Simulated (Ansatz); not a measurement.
# ClH5OSSi2: the cost of one run

The runs use Ansatz 0.2.0, Gaussian basis; functionals in def2-TZVPP, the program's frozen cores in correlated methods.

The runs, in order: PBE-D4, r2SCAN-D4, PBE0-D4, B3LYP-D4, ωB97X-V, ωB97M-V, B2PLYP; CCSD(T)/def2-TZVPP; MP2/def2-QZVPP; extrapolation to the limit.

### 1 The relaxed structure

The geometry comes from an earlier relaxation with PBE0-D4 in a triple-zeta def2 set; it is a stationary point, not always the lowest conformer.

SMILES `O[SiH2]S[SiH2]Cl`, 10 atoms, charge 0, spin multiplicity 1.

Atoms are counted from 1 here; the program's logs count them from 0.

Bond lengths: O1–Si2 1.638 Å, O1–H6 0.959 Å, Si2–S3 2.145 Å, Si2–H7 1.483 Å, Si2–H8 1.478 Å, S3–Si4 2.121 Å, Si4–Cl5 2.059 Å, Si4–H9 1.478 Å, Si4–H10 1.479 Å. Angles: Si2–O1–H6 118.4°, O1–Si2–S3 112.0°, O1–Si2–H7 113.6°, O1–Si2–H8 105.1°, S3–Si2–H7 103.8°, S3–Si2–H8 111.1°, H7–Si2–H8 111.4°, Si2–S3–Si4 97.5°, S3–Si4–Cl5 111.6°, S3–Si4–H9 107.6°, S3–Si4–H10 110.9°, Cl5–Si4–H9 107.2°, Cl5–Si4–H10 107.3°, H9–Si4–H10 112.2°.

### 2 PBE-D4 (GGA)

Contents of in.yaml:

```yaml
crystal:
  periodic: [false, false, false]
  atoms:
    - {symbol: O, position_ang: [-0.677576, -1.378083, 1.048997]}
    - {symbol: Si, position_ang: [0.325259, -1.495098, -0.240576]}
    - {symbol: S, position_ang: [0.089799, 0.152571, -1.593085]}
    - {symbol: Si, position_ang: [0.156419, 1.706764, -0.151387]}
    - {symbol: Cl, position_ang: [-1.686385, 2.020564, 0.711075]}
    - {symbol: H, position_ang: [-1.590784, -1.126531, 0.896330]}
    - {symbol: H, position_ang: [0.067722, -2.686160, -1.086092]}
    - {symbol: H, position_ang: [1.687116, -1.523572, 0.332729]}
    - {symbol: H, position_ang: [0.526320, 2.952232, -0.855179]}
    - {symbol: H, position_ang: [1.102110, 1.377291, 0.937187]}
basis:
  gaussian: {orbitals: def2-TZVPP}
hamiltonian: {xc: pbe, dispersion: d4}
output: {forces: true, orbitals: {seedname: orbitals}}
```

Started as:

```console
ansatz run in.yaml --threads 2 --pin off --events-out ev --progress --plain --max-ram 22528MiB --backend cpu
```

**Question.** How long does this run take on 2 threads of AMD EPYC 7R13, shared host, and how much memory does it need?

About 4.2 s, with a peak of 0.48 GiB.
